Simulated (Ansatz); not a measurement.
# SnTe (SMILES [Sn][Te]) at RPA@PBE/STO-3G

What is the energy change on altering one bond length of SnTe at RPA@PBE/STO-3G? 

Program for the calculation: Ansatz 0.2.0.

45 further runs of the same task are left out: 16 that didn't finish, 29 set aside as unsound or not needed.

## (1) Starting point

The species is SnTe (2 atoms), meant as a singlet with charge 0. SMILES: `[Sn][Te]`. The coordinates come from a PBE0-D4/def2-TZVP relaxation.

Bond lengths: Sn1–Te2 2.518 Å.

## (2) A single-point energy at RPA@PBE/STO-3G

run.yaml reads:

```yaml
crystal:
  periodic: [false, false, false]
  atoms:
    - symbol: Sn
      position_ang: [0.000000, 0.000000, 0.009440]
    - symbol: Te
      position_ang: [-0.000000, -0.000000, 2.527330]
basis:
  gaussian: {orbitals: STO-3G}
hamiltonian: {xc: {name: PBE}}
correlation: {method: rpa, frozen_orbitals: {Sn: 18, Te: 18}}
accuracy: high
```

On the command line:

```
$ ansatz run run.yaml --threads 1 --pin off --max-ram 3480MiB --events-out events.jsonl --progress --plain --runs-dir runs
```

Output:

```text
Warning: RAYON_NUM_THREADS=1 ignored (pool sized by the plan → 1); use --threads N
Functional definition: PBE
  name "PBE"
  parameter kappa = 0.804
  parameter beta = 0.06672455060314922
  exchange = pbe_x(kappa = kappa, mu = beta*pi^2/3)
  correlation = pbe_c(beta = beta)
827 factors; integrals over basis functions are off by at most 4.7e-9 eV
mean field evaluation 1: about -340502.6853 eV, gradient 1.9e1 eV
mean field evaluation 2: about -340502.6895 eV, gradient 1.9e1 eV
mean field evaluation 4: about -340505.6597 eV, gradient 6.3e0 eV
mean field evaluation 8: about -340505.9050 eV, gradient 2.2e-2 eV
mean field evaluation 16: about -340505.9031 eV, gradient 4.0e-7 eV
mean field -340505.90305230 eV, -12513.3611339814 hartree, gradient 5.6e-8 eV, S^2 0.000000; 0 other end points of the search recorded, 0 dependent functions left out
36 core orbitals not correlated: weight in the atoms' cores, before any rotation towards them, 1.000 or more for the frozen orbitals, at most 0.000 for the correlated occupied ones
reference -340426.47954934 eV, -12510.4423740826 hartree; 15, 15 occupied and 3, 3 virtual orbitals, 827 factors
Total energy: -340429.72769019 eV, -12510.5617410575 hartree
```

Wall time 2.8 s (1 thread of AMD EPYC 9R14 (Zen 4), shared host); peak memory 0.15 GiB.

## (3) The distorted shape at the same level

job.yaml reads:

```yaml
crystal:
  periodic: [false, false, false]
  atoms:
    - {symbol: Sn, position_ang: [0.000000, 0.000000, -0.620070]}
    - {symbol: Te, position_ang: [-0.000000, -0.000000, 2.527330]}
basis:
  gaussian:
    orbitals: STO-3G
hamiltonian:
  xc: pbe
correlation:
  method: rpa
  frozen_orbitals: {Sn: 18, Te: 18}
accuracy: high
```

On the command line:

```
$ ansatz run job.yaml --threads 1 --pin off --max-ram 3480MiB --events-out events.jsonl --progress --plain --runs-dir runs
```

Output (excerpt; [...] marks lines left out):

```text
Warning: RAYON_NUM_THREADS=1 ignored (pool sized by the plan → 1); use --threads N
Functional definition: PBE
  name "PBE"
[...]
807 factors; integrals over basis functions are off by at most 1.6e-8 eV
[...]
mean field -340503.72123628 eV, -12513.2809537216 hartree, gradient 1.2e-8 eV, S^2 0.000000; 2 other end points of the search recorded, 0 dependent functions left out; unrestricted orbitals would lower it
[...]
unrestricted determinant -340425.32084014 eV, -12510.3997923049 hartree, S^2 1.0213
36 core orbitals not correlated: weight in the atoms' cores, before any rotation towards them, 1.000 or more for the frozen orbitals, at most 0.000 for the correlated occupied ones
reference -340423.24849737 eV, -12510.3236351130 hartree; 15, 15 occupied and 3, 3 virtual orbitals, 807 factors
Total energy: -340427.99401204 eV, -12510.4980295602 hartree
```

Wall time 5.4 s (1 thread of AMD EPYC 9R14 (Zen 4), shared host); peak memory 0.24 GiB.

## (4) Summary of results

At RPA@PBE/STO-3G, 36 core orbitals frozen:

```
                                                           quantity            value
                                          first shape: total energy  -12510.56174 Eh
                      first shape: RPA correlation energy (valence)       -119.4 mEh
                                      distorted shape: total energy  -12510.49803 Eh
                  distorted shape: RPA correlation energy (valence)       -174.4 mEh
energy change with the Sn1–Te2 bond stretched from 2.518 to 3.147 Å         1.734 eV
```

In words: With the Sn1–Te2 bond stretched from 2.518 to 3.147 Å the energy rises by 1.73 eV (40 kcal/mol). The first shape isn't relaxed at this level, so the change isn't measured from a minimum. The minimal basis adds a large error of its own. Relativity is left out (first shape) although the molecule holds a heavy atom. The restricted solution (distorted shape) is unstable to spin breaking: an unrestricted one lies lower. Relativity is left out (distorted shape) although the molecule holds a heavy atom.
